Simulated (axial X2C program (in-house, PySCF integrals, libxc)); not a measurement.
**OsK: properties at the nuclei**

Aim: properties at the nuclei of OsK, with spin–orbit coupling in the Hamiltonian from the start.

The runs use an in-house X2C program for linear molecules on PySCF integrals; two-component X2C with atomic mean-field terms, Os dyall-cv3z, K dyall-cv3z.

All values are calculated.

## Step 1: The job

Input file task.json:

```json
{
 "zs": [
  76,
  19
 ],
 "q": 0,
 "bas": [
  "dyall-cv3z",
  "dyall-cv3z"
 ],
 "r0": 3.25,
 "levels": [
  "PBE0",
  "HF",
  "BP86",
  "PBE",
  "BHandHLYP"
 ],
 "nst": 3
}
```

Keys: zs atomic numbers; q charge; bas basis sets; r0 starting distance in Å; levels methods (HF also brings MP2); nst determinants followed.

Launch:

```
> python soeom.py task.json out
```

Nuclei are Gaussian, cores are contracted, and the Gaunt term is on.

## Step 2: Expectation values, lowest determinant

R = 3.099 Å. State: Ω = 7/2 (excess of +ω over −ω: ω = -1/2, ω = 3/2, ω = 5/2).

Output of the PBE0 run:

```text
two-component X2C + atomic mean field  PBE0
basis functions 276  fitting functions 1247  grid points 5806
iter        total energy     max residual
   1     -17857.399257867     5.66e-05
   2     -17857.399257871     9.77e-06
converged
one-electron -24977.59734124  Coulomb 7267.27536984  exact exchange -93.04201671  xc functional -285.09644459  nuclear repulsion 246.57369880  atomic mean-field constant -15.51252397
```

The highest occupied spinor is 99% Os d.

| level | Eeff magnitude (GV/cm) | Ws magnitude Os (kHz) | A∥/gI Os (MHz) | qzz Os (a.u.) | A∥/gI K (MHz) | qzz K (a.u.) | μ (D) |
| --- | --- | --- | --- | --- | --- | --- | --- |
| PBE0 | 3.44 | 1.03 | 602 | 1.09 | -22.2 | -0.22 | 8.76 |
| HF | 61 | 19.7 | 955 | 1.40 | -40.1 | -0.21 | 8.04 |
| BP86 | 1.96 | 0.572 | 553 | 1.41 | -21.1 | -0.20 | 8.77 |
| PBE | 2.04 | 0.627 | 569 | 1.52 | -26.3 | -0.19 | 8.26 |
| BHandHLYP | 2.57 | 0.739 | 543 | 0.97 | -17.9 | -0.23 | 8.82 |

Eeff is the effective electric field on the electron dipole moment in this Ω state and Ws the scalar–pseudoscalar constant (defined with the proton number Z and per Ω); A∥ is the parallel hyperfine constant, which follows by multiplying with the nuclear g factor gI = μI/(I μN); qzz is the electric field gradient, eQq0 = 234.96 MHz × Q/barn × qzz; μ is positive if K is the positive end. The operators were transformed with the bare-nucleus X2C matrices.

## Step 3: Expectation values, a higher determinant

R = 3.099 Å. State: Ω = 9/2 (excess of +ω over −ω: ω = 1/2, ω = 3/2, ω = 5/2), 0.01 eV above the lowest in the PBE0 search for states (made at or near this distance, with looser thresholds).

Output of the PBE0 run:

```text
two-component X2C + atomic mean field  PBE0
basis functions 276  fitting functions 1247  grid points 5806
iter        total energy     max residual
   1     -17857.398868285     6.77e-05
   2     -17857.398868292     1.78e-05
   3     -17857.398868300     3.13e-05
   4     -17857.398868302     1.06e-05
   5     -17857.398868303     2.29e-06
converged
one-electron -24977.53577462  Coulomb 7267.20460354  exact exchange -93.04027665  xc functional -285.08859540  nuclear repulsion 246.57369880  atomic mean-field constant -15.51252397
```

The highest occupied spinor is 99% Os d.

```
    level  Eeff magnitude (GV/cm)  Ws magnitude Os (kHz)  A∥/gI Os (MHz)  qzz Os (a.u.)  A∥/gI K (MHz)  qzz K (a.u.)  μ (D)
     PBE0                    6.98                   1.68             692           2.84          -11.8         -0.15   8.60
       HF                    76.1                   19.4             855           2.63          -24.4         -0.14   8.19
     BP86                       4                   0.96             655           2.82             -6         -0.15   8.86
      PBE                    4.68                   1.14             694           2.84          -8.49         -0.14   8.41
BHandHLYP                    4.27                      1             611           2.73          -10.5         -0.16   8.66
```

## Step 4: Expectation values, a higher determinant

R = 3.099 Å. State: Ω = 3/2 (excess of +ω over −ω: ω = 1/2, ω = -3/2, ω = 5/2), 0.03 eV above the lowest in the PBE0 search for states (made at or near this distance, with looser thresholds).

Output of the PBE0 run:

```text
two-component X2C + atomic mean field  PBE0
basis functions 276  fitting functions 1247  grid points 5806
iter        total energy     max residual
   1     -17857.398114020     8.26e-05
   2     -17857.398114028     1.13e-05
   3     -17857.398114034     6.39e-05
   4     -17857.398114035     1.74e-05
   5     -17857.398114036     1.06e-05
   6     -17857.398114036     5.84e-06
converged
one-electron -24977.03863032  Coulomb 7266.71510534  exact exchange -93.04000880  xc functional -285.09575507  nuclear repulsion 246.57369880  atomic mean-field constant -15.51252397
```

The highest occupied spinor is 94% Os d, 3% K d, 2% K p.

```
    level  Eeff magnitude (GV/cm)  Ws magnitude Os (kHz)  A∥/gI Os (MHz)  qzz Os (a.u.)  A∥/gI K (MHz)  qzz K (a.u.)  μ (D)
     PBE0                    8.89                   6.58             741          -3.80          -26.9         -0.15   8.48
       HF                      63                   47.7            1460          -3.93           -113         -0.13   8.12
     BP86                    5.56                      4             658          -3.93          -10.3         -0.14   8.63
      PBE                    6.06                   4.41             694          -4.09          -14.3         -0.13   8.21
BHandHLYP                     5.5                   4.05             556          -2.64          -18.2         -0.17   8.66
```

## Step 5: Outcome

| quantity | value |
| --- | --- |
| lowest determinant | Ω = 7/2 (excess of +ω over −ω: ω = -1/2, ω = 3/2, ω = 5/2) |
| Eeff magnitude (GV/cm), PBE0 | 3.44 |
| Ws magnitude Os (kHz), PBE0 | 1.03 |
| A∥/gI Os (MHz), PBE0 | 602 |
| qzz Os (a.u.), PBE0 | 1.09 |
| higher determinant | Ω = 9/2 (excess of +ω over −ω: ω = 1/2, ω = 3/2, ω = 5/2) |
| Eeff magnitude (GV/cm), PBE0, higher determinant | 6.98 |
| Ws magnitude Os (kHz), PBE0, higher determinant | 1.68 |
| A∥/gI Os (MHz), PBE0, higher determinant | 692 |
| qzz Os (a.u.), PBE0, higher determinant | 2.84 |
| higher determinant | Ω = 3/2 (excess of +ω over −ω: ω = 1/2, ω = -3/2, ω = 5/2) |
| Eeff magnitude (GV/cm), PBE0, higher determinant | 8.89 |
| Ws magnitude Os (kHz), PBE0, higher determinant | 6.58 |
| A∥/gI Os (MHz), PBE0, higher determinant | 741 |
| qzz Os (a.u.), PBE0, higher determinant | -3.80 |

In words: In the first state, the effective field runs from 1.96 to 61 GV/cm over the mean-field levels, so the levels don't agree on it. The expectation values come from single determinants, which for open shells can mix terms of unlike spin or miss the lowest Ω, so a determinant need not be a state. Eeff is the effective electric field on the electron dipole moment in this Ω state and Ws the scalar–pseudoscalar constant (defined with the proton number Z and per Ω); A∥ is the parallel hyperfine constant, which follows by multiplying with the nuclear g factor gI = μI/(I μN); qzz is the electric field gradient, eQq0 = 234.96 MHz × Q/barn × qzz; μ is positive if K is the positive end. The operators were transformed with the bare-nucleus X2C matrices. A second determinant lies within 0.1 eV of the first, so their order is not settled at this level.
